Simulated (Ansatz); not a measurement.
# AlGaH (doublet): wave-function methods side by side at scale of all distances = 1.322, 6-31G

Aim: climb from Hartree-Fock through coupled cluster and multireference methods for AlGaH (doublet) at one geometry and basis, and see what each rung misses.

Computed with Ansatz 0.2.0, Gaussian basis. Level: 6-31G, core rule «outside noble gas», up to 19 orbitals frozen.

To be run: UHF; CCSD(T) on ROHF; CCSD(T) on UHF; BCCD(T) on ROHF; CISD; CCSDT(Q) on ROHF; CCSDT(Q) on UHF; CASSCF and MRCISD+Q, 3 electrons in 3 orbitals; CASSCF and NEVPT2, 3 electrons in 3 orbitals; CASSCF and MRCISD+Q, 7 electrons in 9 orbitals; CASSCF and NEVPT4(SD), 7 electrons in 9 orbitals; CASSCF and NEVPT2, 7 electrons in 9 orbitals; Full CI; Full CI in the symmetry of the determinant.

21 further runs of the same task are left out: 2 for a known fault of the program, 12 that didn't finish, 7 set aside as unsound or not needed.

## (1) The geometry

The geometry derives from a PBE0/def2-TZVP stationary point (not a proven minimum). All distances are scaled together. No spin-orbit coupling is included. The filled d shell of Ga may be among the frozen orbitals whatever the setting's name suggests; the logs give the count.

3 atoms, charge 0, spin multiplicity 2.

Atoms are counted from 1 here; the program's logs count them from 0.

No contacts short enough for the rule that draws bonds.

## (2) UHF

Contents of in.yaml:

```yaml
crystal:
  periodic: [false, false, false]
  atoms:
    - {symbol: Al, position_ang: [0.000000, 0.000000, 0.462127]}
    - {symbol: Ga, position_ang: [0.000000, 0.000000, -3.068274]}
    - {symbol: H, position_ang: [0.000000, 0.000000, 2.606147]}
basis:
  gaussian: {orbitals: 6-31G}
magnetization: {spin_polarized: true, initial_magnetization: 1}
hamiltonian: {xc: hf}
output: {orbitals: {seedname: orbitals}}
```

Started as:

```console
ansatz run in.yaml --threads 1 --pin off --events-out ev --progress --plain --max-ram 2393MiB
```

The runs that follow: CCSD(T) on ROHF; CCSD(T) on UHF; BCCD(T) on ROHF; CISD; CCSDT(Q) on ROHF; CCSDT(Q) on UHF; CASSCF and MRCISD+Q, 3 electrons in 3 orbitals; CASSCF and NEVPT2, 3 electrons in 3 orbitals; CASSCF and MRCISD+Q, 7 electrons in 9 orbitals; CASSCF and NEVPT4(SD), 7 electrons in 9 orbitals; CASSCF and NEVPT2, 7 electrons in 9 orbitals; Full CI; Full CI in the symmetry of the determinant.

Before running them: what should the planned runs give, taken together? Wanted: FCI below the RHF energy; RMP2 from FCI; UMP2 from FCI; RCCSD from FCI; RCCSD(T) from FCI; UCCSD(T) from FCI; RCCSDT(Q) from FCI; UCCSDT(Q) from FCI; NEVPT2 pair from FCI.

**Answer**, as computed:

| quantity | value |
| --- | --- |
| FCI below the RHF energy | -2.4320 eV |
| RMP2 from FCI | +950.4 meV |
| UMP2 from FCI | +951.1 meV |
| RCCSD from FCI | +67.7 meV |
| RCCSD(T) from FCI | +30.7 meV |
| UCCSD(T) from FCI | +30.4 meV |
| RCCSDT(Q) from FCI | +1.7 meV |
| UCCSDT(Q) from FCI | +1.4 meV |
| NEVPT2 pair from FCI | +743.2 meV |
| MRCISD+Q pair from FCI | -48.2 meV |
| NEVPT2 valence from FCI | +165.0 meV |
| levels within 1 kcal/mol (43 meV) | RCCSD(T), UCCSD(T), BCCD(T), RCCSDT, UCCSDT, RCCSDT(Q), UCCSDT(Q), NEVPT4(SD) valence, MRCISD valence, MRCISD+Q valence |
| T1 diagnostic | 0.041 |
| effectively unpaired electrons | 1.17 |

What this shows: RCCSD(T) lands +30.7 meV from the yardstick (1.3 % of the correlation energy). MRCISD+Q pair falls below full CI: the +Q correction isn't variational, and the cores differ from full CI's. The occupations are near whole numbers, but T1 = 0.041 shows that the orbitals relax strongly. Of the multireference levels listed MRCISD+Q valence comes nearest in total energy (+13.2 meV), which doesn't show that its space is the better one. These misses are within one basis, not against nature; the frozen cores of restricted and unrestricted runs differ, which can shift their rows.
